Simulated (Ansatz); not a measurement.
# Ge2Sb2Te5 (P-3m1) in Ansatz: further runs

The runs below take Ge2Sb2Te5 through band structure, with BLYP, revPBE.

All numbers are computed with Ansatz 0.2.0; they aren't measurements. Logs are shortened: lines on timing, memory, paths and dates and some standing lists are left out, and cuts for length are marked.

## 1. Starting point

Symmetry: P-3m1, No. 164, trigonal system. The conventional cell has a = 4.294 Å, b = 4.294 Å, c = 17.101 Å, α = 90.00°, β = 90.00°, γ = 120.00°. Te (site symmetry 3m) is surrounded by 3 Sb at 3.01 Å. Te (site symmetry 3m) is surrounded by 3 Ge at 3.00 Å and 3 Sb at 3.20 Å. Around Te (site symmetry -3m) lie 6 Ge at 3.04 Å. Sb (site symmetry 3m) has 6 Te at 3.01 to 3.20 Å as nearest neighbours. Ge (site symmetry 3m) has 6 Te at 3.00 to 3.04 Å as nearest neighbours.

The cell comes from a database or a generator and needn't be the stable form of this composition.

## 2. Band structure, BLYP

input.yaml reads:

```yaml
crystal:
  lattice:
    - [4.2940644248, 0.0, 0.0]
    - [-2.1470322124, 3.7187688774, 0.0]
    - [0.0, 0.0, 17.101346]
  atoms:
    - { symbol: Te, position: [0.6666666667, 0.3333333333, 0.419892] }
    - { symbol: Te, position: [0.3333333333, 0.6666666667, 0.580108] }
    - { symbol: Te, position: [0.3333333333, 0.6666666667, 0.201542] }
    - { symbol: Te, position: [0.6666666667, 0.3333333333, 0.798458] }
    - { symbol: Te, position: [0.0, 0.0, 0.0] }
    - { symbol: Sb, position: [0.0, 0.0, 0.320068] }
    - { symbol: Sb, position: [0.0, 0.0, 0.679932] }
    - { symbol: Ge, position: [0.6666666667, 0.3333333333, 0.102895] }
    - { symbol: Ge, position: [0.3333333333, 0.6666666667, 0.897105] }
hamiltonian:
  xc: blyp
  pseudopotentials: { kind: paw }
kpoints:
  mp_grid: { grid: [7, 7, 2] }
  band_path:
    path:
      - [[0.0, 0.0, 0.0], [0.5, 0.0, 0.0], [0.3333333333, 0.3333333333, 0.0], [0.0, 0.0, 0.0], [0.0, 0.0, 0.5], [0.5, 0.0, 0.5], [0.3333333333, 0.3333333333, 0.5], [0.0, 0.0, 0.5]]
      - [[0.5, 0.0, 0.5], [0.5, 0.0, 0.0]]
      - [[0.3333333333, 0.3333333333, 0.0], [0.3333333333, 0.3333333333, 0.5]]
    npoints: 10
scf:
  occupations: { method: fermi_dirac, width: 0.05 }
  n_extra_bands: 22
output:
  forces: true
  stress: true
  eigenvalues: true
  fatbands: false
  write_density: true
  write_potential: true
  elf: true
  volumetric_format: npy
```

Potentials or basis: Ansatz PAW.

Run with:

```sh
> ansatz run input.yaml --threads 4 --pin off --max-ram 11264MiB --backend cpu --events-out ev --progress --plain --runs-dir out
```

The log of the run:

```text
Warning: RAYON_NUM_THREADS=4 ignored (pool sized by the plan → 4); use --threads N
scf.n_extra_bands = 22 over 69 filled bands (N_el = 138.0): the run solves 91 bands
Engine: ansatz 0.2.0, aarch64-unknown-linux-gnu
Pseudopotentials: kind: paw
Pseudopotential: Te, paw, valence charge 16, recommended cutoff 420 eV (normal), Te.paw.azcp
Pseudopotential: Sb, paw, valence charge 15, recommended cutoff 420 eV (normal), Sb.paw.azcp
Pseudopotential: Ge, paw, valence charge 14, recommended cutoff 420 eV (normal), Ge.paw.azcp
Functional definition: BLYP
  parameter beta = 0.0042
  parameter a = 0.04918
  parameter b = 0.132
  parameter c = 0.2533
  parameter d = 0.349
  exchange = b88_x(beta = beta)
  correlation = lyp_c(a = a, b = b, c = c, d = d)
Crystal: 9 atoms, lattice volume = 273.085 Å³
Basis set: ecut = 420 eV, 5295 PW (Γ), exchange–correlation on 60×60×240 points (8 copies of the dense FFT grid, shifted against one another)
Bands: 91, of which v1, the nominal top of the filled ones, is band 69 counted from 1 (68 counted from 0)
Symmetry: 12 space group operations
Space group: P-3m1 (ITA 164), of the structure as read, at distance tolerance 6.5e-5 Å
k-points: 16 of 98
Non-local potential: Te, projectors of the file, l = 0: 2, l = 1: 2, l = 2: 2, l = 3: 2
Non-local potential: Sb, projectors of the file, l = 0: 2, l = 1: 2, l = 2: 2, l = 3: 2
Non-local potential: Ge, projectors of the file, l = 0: 2, l = 1: 2, l = 2: 3, l = 3: 1
PAW form: soft (Blöchl's): semilocal exchange-correlation on the pseudo side does not see the compensation charge
PAW frozen core: Te, regenerated for the run's functional, and the local potential with it (the file was generated under x = pbe(κ = 0.804, μ = 0.2195149727645171), c = pbe(β = 0.06672455060314922))
PAW frozen core: Sb, regenerated for the run's functional, and the local potential with it (the file was generated under x = pbe(κ = 0.804, μ = 0.2195149727645171), c = pbe(β = 0.06672455060314922))
PAW frozen core: Ge, regenerated for the run's functional, and the local potential with it (the file was generated under x = pbe(κ = 0.804, μ = 0.2195149727645171), c = pbe(β = 0.06672455060314922))
PAW one-centre angular grid: Te, 590 points (default); XC on 64 Gauss nodes
PAW one-centre angular grid: Sb, 590 points (default); XC on 64 Gauss nodes
PAW one-centre angular grid: Ge, 590 points (default); XC on 64 Gauss nodes
Initial density: superposition of atomic densities (neutral atoms: chi_scale 0, normalization atom), corrected by the library's trained network
Initial wavefunctions: pseudopotential atomic-orbital guess
Functional: x = b88, c = lyp
SCF iter   1: F=—  HF=-56599.340176 eV  |F-HF|=—  |Δ(HF+E_count)|=         —  Δρ=6.37e-3  dr2=2.43e-1  ethr=1.77e-3  ⟨swp⟩=6.6  Hψ=5836  notcnv=0  defer=106
preconditioner: auto → Resta (q_TF=auto, 2.435 Å⁻¹)  ε∞=3.5  [insulator: Δε(μ)=0.309 eV  Ē_g=9.831 eV  σ=0.050 eV  W_gap=0.90  n_scr=66 (ndim 8)  ℏωp=15.6 eV  f_vac=0.012  D(μ)=0.06/eV (n_scr^D=0)  ε∞_Penn≈3.5]
SCF iter   2: F=—  HF=-56599.314622 eV  |F-HF|=—  |Δ(HF+E_count)|=   2.56e-2  Δρ=3.97e-3  dr2=4.15e-1  ethr=1.76e-4  ⟨swp⟩=2.8  Hψ=1965  notcnv=0  defer=197
SCF iter   3: F=—  HF=-56599.307370 eV  |F-HF|=—  |Δ(HF+E_count)|=   7.25e-3  Δρ=3.06e-3  dr2=3.63e-1  ethr=1.76e-4  ⟨swp⟩=2.8  Hψ=1611  notcnv=0  defer=197
SCF iter   4: F=—  HF=-56599.287074 eV  |F-HF|=—  |Δ(HF+E_count)|=   2.03e-2  Δρ=1.79e-3  dr2=1.69e-2  ethr=1.76e-4  ⟨swp⟩=1.2  Hψ=1683  notcnv=0  defer=197
SCF iter   5: F=—  HF=-56599.283623 eV  |F-HF|=—  |Δ(HF+E_count)|=   3.45e-3  Δρ=4.79e-4  dr2=1.16e-3  ethr=1.23e-5  ⟨swp⟩=1.8  Hψ=1288  notcnv=0  defer=197
SCF iter   6: F=—  HF=-56599.283566 eV  |F-HF|=—  |Δ(HF+E_count)|=   5.64e-5  Δρ=1.15e-4  dr2=6.11e-5  ethr=8.44e-7  ⟨swp⟩=2.0  Hψ=1641  notcnv=0  defer=197
SCF iter   7: F=—  HF=-56599.283471 eV  |F-HF|=—  |Δ(HF+E_count)|=   9.53e-5  Δρ=5.07e-5  dr2=6.94e-6  ethr=4.43e-8  ⟨swp⟩=2.0  Hψ=1485  notcnv=0  defer=197
SCF iter   8: F=—  HF=-56599.283479 eV  |F-HF|=—  |Δ(HF+E_count)|=   8.10e-6  Δρ=9.87e-6  dr2=4.40e-7  ethr=5.03e-9  ⟨swp⟩=2.0  Hψ=1646  notcnv=0  defer=197
SCF iter   9: F=-56599.283479 eV  HF=-56599.283479 eV  |F-HF|=6.82e-9  |Δ(HF+E_count)|=   2.94e-7  Δρ=3.80e-6  dr2=3.97e-8  ethr=7.25e-11  ⟨swp⟩=20.1  Hψ=12676  notcnv=0
SCF 1 converged in 9 iterations: F = -56599.283479 eV  dr2 = 3.97e-8
NSCF: frozen V_eff on 93 k-points
SCF converged after 9 iterations
Free energy (F): -56599.283479 eV
Harris-Foulkes:  -56599.283479 eV  (|F-HF|=6.82e-9)
Internal energy: -56599.282657 eV  (E = F + TS)
E sigma→0 (E₀):  -56599.283068 eV
Entropy (-TS):   -0.000822 eV (-0.091 meV/atom)
Fermi energy:    9.710689 eV
--- Per-component energies (eV) ---
  E_band       = -1877.423108
  E_kinetic    = 1543.071578
  E_local      = -14579.931207  (includes V_loc(G=0)·N_el)
  E_nonlocal   = -27.659216
  E_hartree    = 7737.736169
  E_xc         = -1035.522462
  E_vxc        = -820.678103  (∫ρ·V_xc dr)
  E_paw        = -36641.283542  (= ΣΔE_a)
  E_vpaw       = -3467.709568  (= ΣTr[D̂ρ^β])
  E_aug_tail   = -0.000496  (compensation charges beyond the density's cutoff)
  E_ewald      = -13595.634202
  E_core_change = -0.059280  (= ΣΔE_core)
  E_smearing   = -0.000822  (= −TS)
  E_closure    = -0.000000  (closes the sum)
  Σ components = -56599.283479   (vs F -56599.283479, Δ=0.00e0)
--- Forces (eV/Å), atoms counted from 1 ---
  atom   1  Te    -0.00000000     0.00000000     0.05855575
  atom   2  Te    -0.00000000    -0.00000000    -0.05855575
  atom   3  Te     0.00000000     0.00000000    -0.03822202
  atom   4  Te    -0.00000000    -0.00000000     0.03822202
  atom   5  Te     0.00000000     0.00000000     0.00000000
  atom   6  Sb     0.00000000    -0.00000000    -0.02149203
  atom   7  Sb     0.00000000     0.00000000     0.02149203
  atom   8  Ge    -0.00000000    -0.00000000    -0.09697751
  atom   9  Ge     0.00000000     0.00000000     0.09697751
  max |Σ_I F_I| component: 1.39e-17 eV/Å
--- Stress (GPa, compression-positive) ---
        4.373012       0.000000      -0.000000
        0.000000       4.373012      -0.000000
       -0.000000      -0.000000       4.275025
  P = ⅓ Tr σ = 4.3403 GPa (43.403 kbar)
--- Band table (eV; the first three rows and the last of 16) ---
  k-point 0: bands = ["-27.4214", "-27.4214", "-27.4193", "-27.4193", "-27.4129", "-27.4129", "-27.4101", "-27.4101", "-27.4091", "-27.4081", "-27.1625", "-27.1625", "-27.1600", "-27.1600", "-27.1600", "-27.1600", "-27.1429", "-27.1429", "-27.1429", "-27.1429", "-27.0332", "-27.0332", "-27.0311", "-27.0283", "-27.0283", "-20.1206", "-20.1206", "-20.1206", "-20.1206", "-20.1157", "-20.1157", "-20.1154", "-20.1154", "-20.1154", "-20.1154", "-15.4517", "-15.4517", "-15.4509", "-15.4509", "-15.4451", "-15.4449", "-15.4445", "-15.4445", "-15.4438", "-15.4438", "-3.5711", "-3.2998", "-2.9526", "-2.2001", "-1.8752", "0.8721", "0.9273", "2.5295", "3.5625", "6.8845", "7.4754", "7.4754", "7.6078", "7.6078", "7.6532", "8.0024", "8.0024", "8.0474", "8.0474", "8.3574", "8.3574", "8.4414", "8.7508", "9.5850", "9.8805", "9.8805", "9.9914", "10.5036", "10.5036", "10.6213", "11.0905", "11.0905", "11.2721", "12.3208", "12.3293", "12.3293", "14.6940", "14.7797", "15.2899", "15.2899", "15.3233", "15.3233", "15.6036", "15.8931", "16.7218", "16.7218"]
  k-point 1: bands = ["-27.4214", "-27.4214", "-27.4193", "-27.4193", "-27.4129", "-27.4129", "-27.4101", "-27.4101", "-27.4091", "-27.4081", "-27.1625", "-27.1625", "-27.1600", "-27.1600", "-27.1600", "-27.1600", "-27.1429", "-27.1429", "-27.1429", "-27.1429", "-27.0332", "-27.0332", "-27.0311", "-27.0283", "-27.0283", "-20.1206", "-20.1206", "-20.1206", "-20.1206", "-20.1157", "-20.1157", "-20.1154", "-20.1154", "-20.1154", "-20.1154", "-15.4517", "-15.4517", "-15.4509", "-15.4509", "-15.4451", "-15.4449", "-15.4445", "-15.4445", "-15.4438", "-15.4438", "-3.5296", "-3.4062", "-2.7537", "-2.4715", "-1.7069", "0.4933", "1.4679", "2.2295", "3.6923", "6.7709", "7.4772", "7.4772", "7.6053", "7.6053", "7.9231", "7.9470", "7.9470", "8.1634", "8.1709", "8.1709", "8.2778", "8.2778", "8.8917", "9.4623", "10.1101", "10.1101", "10.1604", "10.1604", "10.2331", "10.4062", "11.2810", "11.2810", "11.3358", "12.2510", "12.2510", "12.3190", "14.6696", "14.8490", "15.1095", "15.1095", "15.2193", "15.7154", "15.7154", "16.1363", "16.1363", "16.6096"]
  k-point 2: bands = ["-27.4213", "-27.4212", "-27.4193", "-27.4189", "-27.4131", "-27.4131", "-27.4105", "-27.4100", "-27.4089", "-27.4078", "-27.1624", "-27.1624", "-27.1601", "-27.1601", "-27.1601", "-27.1601", "-27.1428", "-27.1428", "-27.1426", "-27.1426", "-27.0333", "-27.0331", "-27.0310", "-27.0283", "-27.0281", "-20.1209", "-20.1209", "-20.1199", "-20.1199", "-20.1158", "-20.1158", "-20.1154", "-20.1154", "-20.1153", "-20.1152", "-15.4522", "-15.4516", "-15.4512", "-15.4507", "-15.4450", "-15.4448", "-15.4444", "-15.4443", "-15.4439", "-15.4436", "-3.3949", "-3.1273", "-2.7921", "-2.0751", "-1.7713", "0.8832", "0.9232", "2.2629", "3.1653", "6.1197", "6.4942", "6.6465", "7.0275", "7.0794", "7.1439", "7.2754", "7.6783", "7.9535", "7.9678", "8.3170", "8.4549", "8.5348", "8.7735", "9.3445", "10.1566", "10.1895", "10.6028", "10.7152", "10.8709", "10.9819", "11.5539", "11.5700", "12.0297", "12.5231", "12.5773", "12.9478", "14.0969", "14.5863", "14.6838", "15.3506", "15.4400", "15.5353", "15.8446", "16.0159", "16.4700", "17.0397"]
  k-point 15: bands = ["-27.4208", "-27.4196", "-27.4190", "-27.4178", "-27.4145", "-27.4129", "-27.4122", "-27.4093", "-27.4073", "-27.4071", "-27.1617", "-27.1617", "-27.1605", "-27.1605", "-27.1603", "-27.1603", "-27.1422", "-27.1422", "-27.1417", "-27.1417", "-27.0335", "-27.0333", "-27.0303", "-27.0278", "-27.0274", "-20.1213", "-20.1213", "-20.1192", "-20.1192", "-20.1162", "-20.1162", "-20.1154", "-20.1154", "-20.1132", "-20.1132", "-15.4532", "-15.4526", "-15.4519", "-15.4510", "-15.4444", "-15.4443", "-15.4436", "-15.4435", "-15.4434", "-15.4428", "-1.8333", "-1.7135", "-1.5262", "-1.5000", "-1.2983", "-0.0874", "-0.0716", "1.1352", "1.1899", "4.6836", "4.7041", "5.0237", "5.0799", "5.2290", "5.7754", "5.9596", "6.2220", "6.3811", "7.0720", "7.2952", "8.0064", "8.2787", "8.5285", "8.7333", "10.5239", "10.6283", "11.1375", "11.2237", "11.9108", "12.0525", "12.9633", "13.1915", "13.1977", "14.0227", "14.6251", "14.7160", "14.8007", "14.9044", "14.9678", "15.1087", "15.9230", "16.6991", "16.7614", "17.1111", "17.2291", "17.4009"]
```

It took 27 s on 4 threads of Arm Neoverse V1, shared host; peak memory 1.6 GiB.

Results:

```
Free energy             : -56599.2835 eV
Pressure                : 4.3 GPa
Largest force           : 0.097 eV/Å
Band gap on the k mesh  : 0.30 eV, direct
Band gap along the path : 0.28 eV, indirect (least direct gap 0.30 eV)
```

Forces in eV/Å, atoms in the order of the input:
```
Te   0.000  0.000  0.059
Te   0.000  0.000 -0.059
Te   0.000  0.000 -0.038
Te   0.000  0.000  0.038
Te   0.000  0.000  0.000
Sb   0.000  0.000 -0.021
Sb   0.000  0.000  0.021
Ge   0.000  0.000 -0.097
Ge   0.000  0.000  0.097
```

Levels at the corners of the path, in eV from the valence-band top:
```csv
point,band 67,band 68,band 69,band 70,band 71,band 72
Γ,-1.14,-0.83,0.00,0.30,0.30,0.41
M,-1.49,-1.27,-0.80,0.51,1.03,1.05
K,-0.77,-0.77,-0.67,0.73,0.73,0.96
Γ,-1.14,-0.83,0.00,0.30,0.30,0.41
A,-1.31,-0.69,-0.12,0.53,0.53,0.58
L,-1.76,-1.26,-0.54,0.41,0.58,1.58
H,-1.32,-1.32,-1.24,1.54,1.54,1.70
A,-1.31,-0.69,-0.12,0.53,0.53,0.58
L,-1.76,-1.26,-0.54,0.41,0.58,1.58
M,-1.49,-1.27,-0.80,0.51,1.03,1.05
K,-0.77,-0.77,-0.67,0.73,0.73,0.96
H,-1.32,-1.32,-1.24,1.54,1.54,1.70
```

Caveat: spin-orbit coupling is left out, which moves the levels of the heavy elements; the PAW data sets come from PBE, with cores solved anew for the run's functional, which leaves a small shift of forces and pressure.

## 3. Band structure, revPBE

Edit input.yaml of step 2 so:

```diff
@@ -16,3 +16,3 @@
 hamiltonian:
-  xc: blyp
+  xc: revpbe
   pseudopotentials: { kind: paw }
@@ -34,5 +34 @@
   fatbands: false
-  write_density: true
-  write_potential: true
-  elf: true
-  volumetric_format: npy
```

Potentials or basis: Ansatz PAW.

Run with:

```sh
> ansatz run input.yaml --threads 4 --pin off --max-ram 11264MiB --backend cpu --events-out ev --progress --plain --runs-dir out
```

The log of the run:

```text
[... 87 lines left out ...]
  k-point 15: bands = ["-27.8803", "-27.8794", "-27.8789", "-27.8780", "-27.8753", "-27.8736", "-27.8727", "-27.8696", "-27.8685", "-27.8682", "-27.6525", "-27.6525", "-27.6493", "-27.6493", "-27.6492", "-27.6491", "-27.6324", "-27.6324", "-27.6319", "-27.6319", "-27.5303", "-27.5301", "-27.5295", "-27.5269", "-27.5264", "-20.4974", "-20.4974", "-20.4959", "-20.4959", "-20.4953", "-20.4953", "-20.4943", "-20.4943", "-20.4932", "-20.4932", "-15.7060", "-15.7053", "-15.7046", "-15.7037", "-15.7005", "-15.7003", "-15.6996", "-15.6995", "-15.6993", "-15.6988", "-2.0917", "-1.9746", "-1.7834", "-1.7567", "-1.5575", "-0.2983", "-0.2808", "0.9165", "0.9777", "4.2593", "4.2834", "4.6025", "4.6689", "4.8190", "5.3748", "5.5497", "5.8381", "6.0003", "6.7003", "6.9354", "7.6689", "7.9333", "8.1988", "8.4051", "10.2109", "10.3150", "10.8419", "10.9374", "11.6200", "11.7766", "12.7149", "12.9303", "12.9442", "13.7704", "14.1159", "14.2933", "14.3723", "14.4687", "14.5562", "14.5893", "15.3405", "16.1289", "16.2185", "16.5569", "16.6926", "16.8456"]
```

bands.tsv:

```text
[... 115 lines left out ...]
```

Wall time 40 s (4 threads of Arm Neoverse N1, shared host); peak memory 1.5 GiB.

What came out:

```
Free energy             : -56511.6711 eV
Pressure                : 1.3 GPa
Largest force           : 0.093 eV/Å
Band gap on the k mesh  : 0.27 eV, direct
Band gap along the path : 0.26 eV, indirect (least direct gap 0.27 eV)
```

Forces in eV/Å, atoms in the order of the input:
```
Te   0.000  0.000 -0.047
Te   0.000  0.000  0.047
Te   0.000  0.000 -0.040
Te   0.000  0.000  0.040
Te   0.000  0.000  0.000
Sb   0.000  0.000 -0.072
Sb   0.000  0.000  0.072
Ge   0.000  0.000 -0.093
Ge   0.000  0.000  0.093
```

Levels at the corners of the path, in eV from the valence-band top:
```csv
point,band 66,band 67,band 68,band 69,band 70,band 71,band 72,band 73
Γ,-1.28,-1.13,-0.82,0.00,0.27,0.27,0.35,0.91
M,-1.63,-1.54,-1.31,-0.82,0.47,0.97,1.02,1.27
K,-2.32,-0.78,-0.78,-0.68,0.71,0.71,0.95,2.67
Γ,-1.28,-1.13,-0.82,0.00,0.27,0.27,0.35,0.91
A,-1.36,-1.36,-0.68,-0.13,0.50,0.50,0.56,0.56
L,-2.08,-1.82,-1.31,-0.55,0.36,0.56,1.56,1.62
H,-1.72,-1.35,-1.35,-1.27,1.54,1.54,1.72,1.72
A,-1.36,-1.36,-0.68,-0.13,0.50,0.50,0.56,0.56
L,-2.08,-1.82,-1.31,-0.55,0.36,0.56,1.56,1.62
M,-1.63,-1.54,-1.31,-0.82,0.47,0.97,1.02,1.27
K,-2.32,-0.78,-0.78,-0.68,0.71,0.71,0.95,2.67
H,-1.72,-1.35,-1.35,-1.27,1.54,1.54,1.72,1.72
```

Caveat: spin-orbit coupling is left out, which moves the levels of the heavy elements; the PAW data sets come from PBE, with cores solved anew for the run's functional, which leaves a small shift of forces and pressure.
